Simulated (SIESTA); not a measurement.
# CoPd2O2 in SIESTA: the effect of functional

The system is CoPd2O2, a slab with vacuum.

```
Pd O Co
1.0
     2.84500    0.00000    0.00000
    -1.42250    2.46384    0.00000
     0.00000    0.00000   20.96000
Pd O Co
2 2 1
Cartesian
  1.4225 0.8213 7.5000
  0.0000 1.6426 13.4600
  1.4225 0.8213 9.5052
  0.0000 1.6426 11.4548
  0.0000 0.0000 10.4800
```

Alike in all runs:

| Property | Result |
| --- | --- |
| Program | SIESTA 5.4.2 |
| Task | single point |
| Basis | DZP (energy shift 0.003 Ry; two zetas on semicore shells) |
| Grid cutoff | 800 Ry |
| Energy shift | 0.003 Ry |
| k mesh | 8 × 8 × 1 |
| Occupations | fermi-dirac, width 0.05 eV |
| Spin | collinear spin, ferromagnetic start |
| Starting moments | [0.0, 0.0, 2.0, 0.0, 0.0] μB |

```tsv
functional	potentials or basis	moment (μB)	largest force (eV/Å)
LDA	PseudoDojo 0.4 standard (LDA files)	0.74	0.67
PBEsol	PseudoDojo 0.4 standard (PBEsol files)	1.23	0.62
AM05	PseudoDojo 0.4 standard (PBEsol files)	0.95	0.65
WC	PseudoDojo 0.4 standard (PBEsol files)	1.28	0.65
PW91	PseudoDojo 0.4 standard (PBE files)	1.33	0.87
revPBE	PseudoDojo 0.4 standard (PBE files)	1.33	1.06
RPBE	PseudoDojo 0.4 standard (PBE files)	?	?
```

Task: What does the run with functional RPBE give?

Result: Moment 1.32 μB; largest force 1.13 eV/Å.

Caveats: the potentials were made for another functional, which shifts forces and pressure (some runs).

Runs at the PBE level aren't shown here.
